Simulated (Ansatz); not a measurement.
# NaAl5O2: the cost of one run

Method: DFT PBE, scalar-relativistic, plane waves, PAW, unless a step names another level, in Ansatz 0.2.0.

4 further runs of the same task are left out: 1 that didn't finish, 3 set aside as unsound or not needed.

**1. Starting point**

Symmetry: P-3m1, No. 164, trigonal system. Conventional cell: a = 2.898 Å, b = 2.898 Å, c = 29.130 Å, α = 90.00°, β = 90.00°, γ = 120.00°. Na (site symmetry 3m) has 6 O at 2.36 to 2.37 Å as nearest neighbours. Al (site symmetry 3m) has 3 O at 1.98 Å as nearest neighbours. Al (site symmetry -3m) has 6 O at 1.96 Å as nearest neighbours. Al (site symmetry 3m) has 12 Al at 2.82 to 2.90 Å as nearest neighbours. Al (site symmetry 3m) is surrounded by 12 Al at 2.84 to 2.90 Å. Al (site symmetry -3m) is surrounded by 12 Al at 2.84 to 2.90 Å. O (site symmetry 3m) has 3 Al at 1.98 Å and 3 Na at 2.37 Å as nearest neighbours. Only part of the 9 independent sites is listed.

Coordinates:

```xyz
16
Lattice="2.8985 0.0000 0.0000 -1.4492 2.5101 0.0000 0.0000 0.0000 29.1304" Properties=species:S:1:pos:R:3 pbc="T T T"
Na    1.4492    0.8367    2.6806
Na    0.0000    1.6734   26.4497
Al    0.0000    1.6734    5.4171
Al    0.0000    0.0000    0.0000
Al    1.4492    0.8367   23.7133
Al    0.0000    0.0000    7.6994
Al    0.0000    0.0000   21.4310
Al    1.4492    0.8367   16.8552
Al    0.0000    0.0000   14.5652
Al    0.0000    1.6734   12.2752
Al    1.4492    0.8367    9.9641
Al    0.0000    1.6734   19.1662
O     0.0000    0.0000    4.3599
O     0.0000    1.6734    1.0119
O     1.4492    0.8367   28.1184
O     0.0000    0.0000   24.7705
```

It came out lowest among 30 distinct ends of the trial cells. At a tolerance of 0.05 Å it has space group P-3m1 (No. 164).

**2. Relaxing to 0.001 eV/Å, on the response runs' mesh and smearing**

File input.yaml:

```yaml
crystal:
  lattice:
    - [2.8984699848, 0.0, 0.0]
    - [-1.4492349924, 2.5101486389, 0.0]
    - [0.0, 0.0, 29.1303685557]
  atoms:
    - { symbol: Na, position: [0.6666666667, 0.3333333333, 0.0920224779] }
    - { symbol: Na, position: [0.3333333333, 0.6666666667, 0.9079775221] }
    - { symbol: Al, position: [0.3333333333, 0.6666666667, 0.1859592953] }
    - { symbol: Al, position: [0.0, 0.0, 0.0] }
    - { symbol: Al, position: [0.6666666667, 0.3333333333, 0.8140407047] }
    - { symbol: Al, position: [0.0, 0.0, 0.2643067323] }
    - { symbol: Al, position: [0.0, 0.0, 0.7356932677] }
    - { symbol: Al, position: [0.6666666667, 0.3333333333, 0.5786109836] }
    - { symbol: Al, position: [0.0, 0.0, 0.5] }
    - { symbol: Al, position: [0.3333333333, 0.6666666667, 0.4213890164] }
    - { symbol: Al, position: [0.6666666667, 0.3333333333, 0.3420529962] }
    - { symbol: Al, position: [0.3333333333, 0.6666666667, 0.6579470038] }
    - { symbol: O, position: [0.0, 0.0, 0.1496673183] }
    - { symbol: O, position: [0.3333333333, 0.6666666667, 0.034738049] }
    - { symbol: O, position: [0.6666666667, 0.3333333333, 0.965261951] }
    - { symbol: O, position: [0.0, 0.0, 0.8503326817] }
basis:
  ecutwfc: 420
kpoints:
  mp_grid: { grid: [12, 12, 1] }
hamiltonian:
  xc: pbe
scf:
  occupations: { method: gaussian, width: 0.1 }
output:
  forces: true
  stress: true
  eigenvalues: true
relax:
  adjacent_minimum: "off"
  f_tol: 0.001
  max_steps: 60
  cell: { stress_tol: 0.01 }
```

Started as:

```
> ansatz run input.yaml --threads 3 --pin off --max-ram 7680MiB --backend cpu --events-out ev --progress --plain --runs-dir out
```

**Question.** How long does this run take on 3 threads of Intel Xeon 6975P-C (Granite Rapids), shared host, and how much memory does it need?

About 23 s, with a peak of 0.68 GiB.
